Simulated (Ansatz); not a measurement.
# CH₅ClFGaSi: up Jacob's ladder to CCSD(T)

The task here is to estimate one member of a computed series from the others.

Computed with Ansatz 0.2.0, Gaussian basis. Level: functionals in def2-TZVPP, the program's frozen cores in correlated methods.

Levels to be run: LDA (SPW92), PBE-D4, revPBE-D4, BLYP-D4, r2SCAN-D4, B97M-V, PBE0-D4, B3LYP-D4, r2SCANh-D4, r2SCAN0-D4, HSE06-D4, BHLYP-D4, CAM-B3LYP-D4, LC-ωPBE, ωB97X-V, ωB97M-V, B2PLYP, PBE-QIDH; CCSD(T)/def2-SVP; CCSD(T)/def2-TZVPP; MP2/def2-QZVPP; extrapolation to the limit; RPA on PBE.

## The geometry

The geometry comes from an earlier relaxation with PBE0-D4 in a triple-zeta def2 set; it is a stationary point, not always the lowest conformer.

SMILES `F[CH2][GaH][SiH2]Cl`, 10 atoms, charge 0, spin multiplicity 1.

Atoms are counted from 1 here; the program's logs count them from 0.

Bond lengths: F1–C2 1.391 Å, C2–Ga3 1.991 Å, C2–H6 1.097 Å, C2–H7 1.097 Å, Ga3–Si4 2.414 Å, Ga3–H8 1.573 Å, Si4–Cl5 2.080 Å, Si4–H9 1.485 Å, Si4–H10 1.486 Å. Angles: F1–C2–Ga3 111.8°, F1–C2–H6 108.1°, F1–C2–H7 108.1°, Ga3–C2–H6 110.8°, Ga3–C2–H7 111.0°, H6–C2–H7 106.9°, C2–Ga3–Si4 118.9°, C2–Ga3–H8 118.2°, Si4–Ga3–H8 122.7°, Ga3–Si4–Cl5 102.9°, Ga3–Si4–H9 115.5°, Ga3–Si4–H10 115.4°, Cl5–Si4–H9 107.3°, Cl5–Si4–H10 106.9°, H9–Si4–H10 108.2°.

Set-up of the first run:

Contents of in.yaml:

```yaml
crystal:
  periodic: [false, false, false]
  atoms:
    - {symbol: F, position_ang: [-1.662940, 0.245079, 1.490994]}
    - {symbol: C, position_ang: [-0.328057, 0.149938, 1.871418]}
    - {symbol: Ga, position_ang: [0.855068, -0.259220, 0.322757]}
    - {symbol: Si, position_ang: [-0.087309, -0.255713, -1.899949]}
    - {symbol: Cl, position_ang: [0.060915, 1.741429, -2.462543]}
    - {symbol: H, position_ang: [-0.039108, 1.097676, 2.341419]}
    - {symbol: H, position_ang: [-0.248382, -0.625310, 2.642806]}
    - {symbol: H, position_ang: [2.391115, -0.464608, 0.593230]}
    - {symbol: H, position_ang: [-1.520440, -0.633511, -1.986491]}
    - {symbol: H, position_ang: [0.662138, -1.046960, -2.910641]}
basis:
  gaussian: {orbitals: def2-TZVPP}
hamiltonian: {xc: lda}
output: {orbitals: {seedname: orbitals}}
```

Steps of the session up to this table: LDA; PBE-D4 (GGA); revPBE-D4 (GGA); BLYP-D4 (GGA); r2SCAN-D4 (meta-GGA); B97M-V (meta-GGA); PBE0-D4 (hybrid); B3LYP-D4 (hybrid); r2SCANh-D4 (hybrid); r2SCAN0-D4 (hybrid); HSE06-D4 (hybrid); BHLYP-D4 (hybrid); CAM-B3LYP-D4 (range-separated); LC-ωPBE (range-separated); ωB97X-V (range-separated); ωB97M-V (range-separated); B2PLYP (double hybrid); PBE-QIDH (double hybrid).

One of the session's tables, all rows but one given; the rest of the session is left out.

It belongs to the step «Frontier levels by functional». 

| functional | HOMO (eV) | LUMO (eV) | gap (eV) |
| --- | --- | --- | --- |
| LDA (SPW92) | -6.43 | -3.30 | 3.14 |
| PBE-D4 | ? | ? | ? |
| revPBE-D4 | -6.23 | -2.90 | 3.33 |
| BLYP-D4 | -6.16 | -2.94 | 3.22 |
| r2SCAN-D4 | -6.56 | -2.84 | 3.72 |
| B97M-V | -6.65 | -3.00 | 3.65 |
| PBE0-D4 | -7.47 | -2.25 | 5.22 |
| B3LYP-D4 | -7.27 | -2.50 | 4.77 |
| r2SCANh-D4 | -6.99 | -2.56 | 4.43 |
| r2SCAN0-D4 | -7.64 | -2.15 | 5.49 |
| HSE06-D4 | -7.08 | -2.62 | 4.46 |
| BHLYP-D4 | -8.52 | -1.48 | 7.04 |
| CAM-B3LYP-D4 | -8.75 | -1.32 | 7.42 |
| LC-ωPBE | -10.04 | -0.15 | 9.89 |
| ωB97X-V | -9.70 | -0.31 | 9.40 |
| ωB97M-V | -9.51 | -0.52 | 8.99 |

Estimate the missing values for PBE-D4.

The run gave: HOMO (eV): -6.29; LUMO (eV): -3.03; gap (eV): 3.26. In the column «HOMO (eV)» it lies between LDA (SPW92) (-6.43) and revPBE-D4 (-6.23).
